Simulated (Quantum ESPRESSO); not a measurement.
**Y3F in Quantum ESPRESSO: the effect of functional**

Crystal: Y3F.

```
CELL_PARAMETERS angstrom
4.81751 0.00000 0.00000
0.00000 4.81751 0.00000
0.00000 0.00000 4.81751
ATOMIC_POSITIONS crystal
Y 0.00000 0.50000 0.50000
Y 0.50000 0.00000 0.50000
Y 0.50000 0.50000 0.00000
F 0.00000 0.00000 0.00000
```

The cell was built by a generator and needn't be a form met in nature.

Alike in all runs:

| Property | Result |
| --- | --- |
| Program | Quantum ESPRESSO 7.5 |
| Task | phonons |
| Cutoff | 612 eV |
| Density cutoff | 4898 eV |
| k mesh | 4 × 4 × 4, shifted |
| Occupations | fermi-dirac, width 0.05 eV |
| Spin | no spin polarisation |

Each run relaxes the cell or the atoms first.

```tsv
functional	potentials or basis	relaxed volume (Å³/atom)	highest phonon frequency (cm⁻¹)
LDA	GBRV 1.5 LDA	25.09	195
PBEsol	GBRV 1.5 PBEsol	26.40	187
PW91	GBRV 1.5 PBE	?	?
BLYP	GBRV 1.5 PBE	29.13	175
RPBE	GBRV 1.5 PBE	29.36	168
vdW-DF-cx	GBRV 1.5 PBE	26.48	191
```

Q: What does the run with functional PW91 give?

A: Relaxed volume 27.77 Å³/atom; highest phonon frequency 174 cm⁻¹.

Caveats: the mesh is thin for the phonons of a metal; some modes are imaginary; the potentials were made for another functional, which shifts forces and pressure (some runs); before the sum rule the acoustic modes lie tens of cm⁻¹ from zero, a sign that the density grid also shifts the optical modes (some runs).

Runs at the PBE level aren't shown here.
